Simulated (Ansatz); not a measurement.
Run this with the Python package of Ansatz (0.2.0) and show what comes out.

Script `tae.py`:
```python
"""Atomisation energy of C2H4Br2 at the given geometry."""

from collections import Counter

import ansatz as az


def total_energy(molecule, charge=0, unpaired=0):
    calc = molecule.calculation().basis(gaussian="6-31G*").functional("CAM-B3LYP")
    if charge:
        calc = calc.charge(charge)
    if unpaired:
        calc = calc.spin("collinear", total=unpaired)
    report = calc.run().report
    if report["published_state_doubts"]:
        print("  doubts:", report["published_state_doubts"])
    return report["free_energy_ev"]

geometry_ang = [
    ("Br", (-2.0879, 0.277, -0.7361)),
    ("C", (-0.4427, 0.5933, 0.2363)),
    ("C", (0.6334, -0.3713, -0.1782)),
    ("Br", (0.3929, -2.1183, 0.6256)),
    ("H", (-0.2145, 1.6461, -0.0527)),
    ("H", (-0.7212, 0.5482, 1.2932)),
    ("H", (0.7018, -0.5393, -1.2765)),
    ("H", (1.6231, -0.0013, 0.1885)),
]
molecule = az.Crystal.molecule()
for symbol, xyz in geometry_ang:
    molecule = molecule.atom(symbol, xyz)

# Hund ground states
unpaired = {"Br": 1, "C": 2, "H": 1}
counts = Counter(site.symbol for site in molecule.cartesian_sites)
atom_energy = {s: total_energy(az.Crystal.molecule().atom(s, (0, 0, 0)), 0, unpaired[s]) for s in counts}
whole = total_energy(molecule, 0, 0)
for s, e in atom_energy.items():
    print(f"{s:2s} x{counts[s]}  {e:14.5f} eV")
print(f"C2H4Br2: {whole:.5f} eV")
split = sum(counts[s] * e for s, e in atom_energy.items()) - whole
print(f"atomisation energy (no zero-point term): {split:.3f} eV, {split / sum(counts.values()):.3f} eV an atom")
```

```console
$ python tae.py
Br x2    -70040.40942 eV
C  x2     -1029.23364 eV
H  x4       -13.51936 eV
C2H4Br2: -142221.08210 eV
atomisation energy (no zero-point term): 27.719 eV, 3.465 eV an atom
```

27.719 eV from the electronic energies, without the zero-point term.

What to keep in mind:
- Total energies depend on the basis set; only differences at equal settings carry meaning.
- The geometry is a force-field or estimated start, not a minimum of this method, and the basis set is short of its limit. All parts are taken at fixed geometry, without zero-point energy.
- The spin-orbit lowering of heavy atoms is left out.
- Finished in 7.1 s on 1 thread of Arm Neoverse V1, on a shared host, peak memory 0.35 GiB.

(Lines on the test bed's own set-up are left out of the output.)
